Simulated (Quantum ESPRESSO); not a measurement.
**GaGe3 under changes of volume**

One of the cells (19.580 Å³/atom); the others are scaled copies at fixed shape and fractional positions:

```xyz
4
Lattice="4.2785 0.0000 0.0000 0.0000 4.2785 0.0000 0.0000 0.0000 4.2785" Properties=species:S:1:pos:R:3 pbc="T T T"
Ge    2.1392    2.1392    0.0000
Ge    2.1392    0.0000    2.1392
Ge    0.0000    2.1392    2.1392
Ga    0.0000    0.0000    0.0000
```

The cell comes from a database or a generator and needn't be the stable form of this composition.

| Property | Result |
| --- | --- |
| Program | Quantum ESPRESSO 7.5 |
| Functional | r2SCAN |
| Potentials or basis | SG15 PBE 1.2 |
| Cutoff | 1197 eV |
| Density cutoff | 4789 eV |
| k mesh | 3 × 3 × 3 |
| Occupations | fermi-dirac, width 0.05 eV |
| Spin | no spin polarisation |

```tsv
volume (Å³/atom)	energy over the lowest point (meV/atom)	pressure (GPa)
18.405	0.00	0.1
18.796	2.32	-1.4
19.188	8.13	-2.4
19.580	16.42	-3.1
19.971	?	?
20.363	34.80	-3.5
20.754	42.77	-3.6
```

**Question.** What does the run at 19.971 Å³/atom give?

**Answer.** Energy over the lowest point 25.80 meV/atom; pressure -3.4 GPa.

Worked out: A Birch-Murnaghan fit of order 3 (a polynomial in V^(-2/3)) to the other rows has its minimum at 18.43 Å³/atom with B0 = V·E''(V) = 107 GPa (rough, since the energies scatter). It gives 25.64 meV/atom at 19.971 Å³/atom, against the run's 25.80, and -dE/dV = -3.8 GPa, against -3.4.

Energies are extrapolated to zero smearing.

Caveats: all runs use coarse meshes; the potentials were made for another functional, which shifts forces and pressure.
